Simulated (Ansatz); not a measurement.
# Mg4O: the cost of one run

Program: Ansatz 0.2.0. Level of theory: DFT PBEsol, scalar-relativistic, plane waves, PAW. These are calculated values, not measurements.

4 further runs of the same task are left out: 1 that didn't finish, 3 set aside as unsound or not needed.

### Step 1. The system as given

The structure is monoclinic, space group Pm (No. 6). The conventional cell has a = 3.188 Å, b = 5.108 Å, c = 19.136 Å, α = 90.00°, β = 90.00°, γ = 90.00°. Mg (site symmetry m) has 8 Mg at 3.15 to 3.26 Å as nearest neighbours. Mg (site symmetry m) is surrounded by 10 Mg at 3.15 to 3.20 Å. Around Mg (site symmetry m) lie 10 Mg at 3.11 to 3.26 Å. Mg (site symmetry m) is surrounded by 1 O at 1.81 Å. O (site symmetry m) is surrounded by 1 Mg at 1.81 Å.

Coordinates:

```xyz
5
Lattice="3.1882 0.0000 0.0000 0.0000 5.1085 0.0000 0.0000 0.0000 19.1358" Properties=species:S:1:pos:R:3 pbc="T T T"
Mg    0.0000    3.8313    4.0000
Mg    1.5941    1.2771    4.9204
Mg    1.5941    3.8313    6.8432
Mg    0.0000    1.2771    7.6358
O     0.3985    1.2771    9.3995
```

This is the geometry of the first run shown, built on a cell relaxed beforehand with the same method.

### Step 2. Plan of the line

Atoms count from 1 in the order of the input.

O is moved over the surface cell; relaxed at each place: the height of the adsorbate's atoms; substrate rigid; the origin of the map has the adsorbate above Mg4.

The axes are (1) position of O5 along the first surface vector, from above Mg4: 8 values from 0.000 to 0.875, periodic; (2) position of O5 along the second surface vector, from above Mg4: 8 values from 0.000 to 0.875, periodic.

Relaxed at each point: the height of the adsorbate's atoms; substrate rigid. Points are written as (first, second).

The two vectors of the plane (Å): (3.188, 0.000, 0.000); (0.000, 5.109, 0.000).

### Step 3. The run at (1/8, 0/8) of the map's two axes

Contents of input.yaml:

```yaml
crystal:
  lattice:
    - [3.1881999939, 0.0, 0.0]
    - [0.0, 5.1084658709, 0.0]
    - [0.0, 0.0, 19.1358427726]
  atoms:
    - { symbol: Mg, position: [0.0, 0.75, 0.2090318178] }
    - { symbol: Mg, position: [0.5, 0.25, 0.2571276385] }
    - { symbol: Mg, position: [0.5, 0.75, 0.3576109084] }
    - { symbol: Mg, position: [0.0, 0.25, 0.3990335238] }
    - { symbol: O, position: [0.125, 0.25, 0.4911967043] }
basis:
  ecutwfc: 420
kpoints:
  mp_grid: { grid: [8, 5, 1] }
hamiltonian:
  xc: pbesol
scf:
  occupations: { method: gaussian, width: 0.1 }
output:
  forces: true
  eigenvalues: true
relax:
  adjacent_minimum: "off"
  f_tol: 0.025
  max_steps: 16
  constraints: [{ sites: [0, 1, 2, 3] }, { sites: [4], fix: xy }]
efield:
  axis: 3
  dipole_correction: true
  ramp_width: 0.04
```

Launch:

```console
ansatz run input.yaml --threads 1 --pin off --max-ram 3072MiB --backend cpu --events-out ev --progress --plain --runs-dir out
```

**Question.** How long does this run take on 1 thread of Intel Xeon 6975P-C (Granite Rapids), shared host, and how much memory does it need?

About 18 s, with a peak of 0.48 GiB.
